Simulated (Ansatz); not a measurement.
# H5NO2Si: basis-set convergence

How large a basis does H5NO2Si need? Two functionals and correlated methods are run in growing sets.

The runs use Ansatz 0.2.0, Gaussian basis; one geometry, several basis sets.

Plan: PBE0-D4/def2-SVP; ωB97M-V/def2-SVP; PBE0-D4/def2-QZVPP; ωB97M-V/def2-QZVPP; CCSD(T)/cc-pV(D+d)Z; CCSD(T)/cc-pV(T+d)Z; CCSD(T)/cc-pV(Q+d)Z; the functionals' def2-TZVPP values are taken from earlier runs.

### 1 The relaxed structure

The geometry comes from an earlier relaxation with PBE0-D4 in a triple-zeta def2 set; it is a stationary point, not always the lowest conformer.

SMILES `N[SiH](O)O`, 9 atoms, charge 0, spin multiplicity 1.

Atoms are counted from 1 here; the program's logs count them from 0.

Bond lengths: N1–Si2 1.714 Å, N1–H5 1.008 Å, N1–H6 1.008 Å, Si2–O3 1.639 Å, Si2–O4 1.639 Å, Si2–H7 1.475 Å, O3–H8 0.959 Å, O4–H9 0.959 Å. Angles: Si2–N1–H5 119.6°, Si2–N1–H6 119.6°, H5–N1–H6 110.7°, N1–Si2–O3 107.1°, N1–Si2–O4 107.1°, N1–Si2–H7 118.3°, O3–Si2–O4 116.1°, O3–Si2–H7 104.4°, O4–Si2–H7 104.4°, Si2–O3–H8 117.1°, Si2–O4–H9 117.0°.

### 2 PBE0-D4 in def2-SVP

Input file in.yaml:

```yaml
crystal:
  periodic: [false, false, false]
  atoms:
    - {symbol: N, position_ang: [-1.209105, 0.242119, -0.190171]}
    - {symbol: Si, position_ang: [0.501233, 0.276407, -0.077800]}
    - {symbol: O, position_ang: [1.073396, -0.897206, -1.068961]}
    - {symbol: O, position_ang: [0.883089, 0.128262, 1.509486]}
    - {symbol: H, position_ang: [-1.761158, 0.802496, 0.439846]}
    - {symbol: H, position_ang: [-1.647789, 0.188543, -1.095902]}
    - {symbol: H, position_ang: [1.206132, 1.497163, -0.511570]}
    - {symbol: H, position_ang: [0.635575, -1.749252, -1.034269]}
    - {symbol: H, position_ang: [0.407126, -0.534832, 2.012142]}
basis:
  gaussian: {orbitals: def2-SVP}
hamiltonian: {xc: pbe0, dispersion: d4}
output: {orbitals: {seedname: orbitals}}
```

Run with:

```console
> ansatz run in.yaml --threads 2 --pin off --events-out ev --progress --plain --max-ram 22528MiB --backend cpu
```

The runs that follow: ωB97M-V in def2-SVP; PBE0-D4 in def2-QZVPP; ωB97M-V in def2-QZVPP; CCSD(T) in cc-pV(D+d)Z; CCSD(T) in cc-pV(T+d)Z; CCSD(T) in cc-pV(Q+d)Z.

Q: Predict the results of all the runs planned. Wanted: MP2 correlation recovered, cc-pV(D+d)Z; MP2 correlation recovered, cc-pV(T+d)Z; MP2 correlation recovered, cc-pV(Q+d)Z; CCSD(T) limit from def2 sets; PBE0-D4: double and triple zeta above quadruple; ωB97M-V: double and triple zeta above quadruple.

**Answer**, as computed:

```
                                                                 quantity           value
                                   MP2 correlation recovered, cc-pV(D+d)Z          69.1 %
                                   MP2 correlation recovered, cc-pV(T+d)Z          88.1 %
                                   MP2 correlation recovered, cc-pV(Q+d)Z          95.1 %
CCSD(T) limit from def2 sets (earlier runs) less the limit of this series         -12 meV
                          PBE0-D4: double and triple zeta above quadruple  10.95, 0.64 eV
                          ωB97M-V: double and triple zeta above quadruple  11.11, 0.60 eV
```

**Reading.** For PBE0-D4 the step from double to triple zeta gains 10.32 eV and the next only 0.64 eV. Correlation climbs from 69 % (cc-pV(D+d)Z) to 95 % (cc-pV(Q+d)Z) of the limit; Hartree-Fock is 0.183 eV from its own by then. A limit from the def2 sets, made apart, differs by 12 meV, a least measure of the doubt on such a limit. Total energies overstate the basis error of differences, where much of it tends to cancel. The LUMO of ωB97M-V is positive and keeps falling with the basis (2.99 to 1.43 eV): an unbound level that the basis holds in place.
